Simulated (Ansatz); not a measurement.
# CH5FOSi2: the cost of one run

All numbers below are computed with Ansatz 0.2.0 (RKS BLYP/def2-SVP).

## 1. The system as given

Bond lengths: F1–C2 1.368 Å, C2–Si3 1.877 Å, Si3–O4 1.660 Å, O4–Si5 1.541 Å, C2–H6 1.091 Å, C2–H7 1.087 Å, Si3–H8 1.431 Å, Si5–H9 1.517 Å, Si5–H10 1.504 Å. Angles: F1–C2–Si3 109.8°, F1–C2–H6 105.6°, F1–C2–H7 110.1°, Si3–C2–H6 112.0°, Si3–C2–H7 112.1°, H6–C2–H7 107.1°, C2–Si3–O4 113.3°, C2–Si3–H8 112.4°, O4–Si3–H8 108.8°, Si3–O4–Si5 123.5°, O4–Si5–H9 111.7°, O4–Si5–H10 116.2°, H9–Si5–H10 105.7°.

Structure file:

```xyz
10

F    -0.9890   -2.5446   -0.1414
C    -0.3112   -1.4060    0.2006
Si   -0.3525   -0.1880   -1.2266
O     0.8191    0.9830   -1.1247
Si    1.0602    1.8386    0.1346
H     0.7048   -1.7288    0.4326
H    -0.7287   -0.9829    1.1109
H    -1.6286    0.4456   -1.3652
H     1.6590    1.0189    1.2621
H    -0.1501    2.5132    0.7201
```

## 2. Relaxing end A

Contents of input.yaml:

```yaml
crystal:
  periodic: [false, false, false]
  atoms:
    - { symbol: F, position_ang: [-0.989, -2.5446, -0.1414] }
    - { symbol: C, position_ang: [-0.3112, -1.406, 0.2006] }
    - { symbol: Si, position_ang: [-0.3525, -0.188, -1.2266] }
    - { symbol: O, position_ang: [0.8191, 0.983, -1.1247] }
    - { symbol: Si, position_ang: [1.0602, 1.8386, 0.1346] }
    - { symbol: H, position_ang: [0.7048, -1.7288, 0.4326] }
    - { symbol: H, position_ang: [-0.7287, -0.9829, 1.1109] }
    - { symbol: H, position_ang: [-1.6286, 0.4456, -1.3652] }
    - { symbol: H, position_ang: [1.659, 1.0189, 1.2621] }
    - { symbol: H, position_ang: [-0.1501, 2.5132, 0.7201] }
basis:
  gaussian: { orbitals: def2-SVP }
hamiltonian:
  xc: blyp
relax:
  f_tol: 0.015
  max_steps: 40
```

Command:

```sh
> ansatz run input.yaml --threads 2 --pin off --max-ram 3072MiB --backend cpu --events-out ev --progress --plain --runs-dir out
```

What time and memory should one allow on 2 threads of Arm Neoverse V1, shared host?

About 78 s, with a peak of 0.2 GiB.
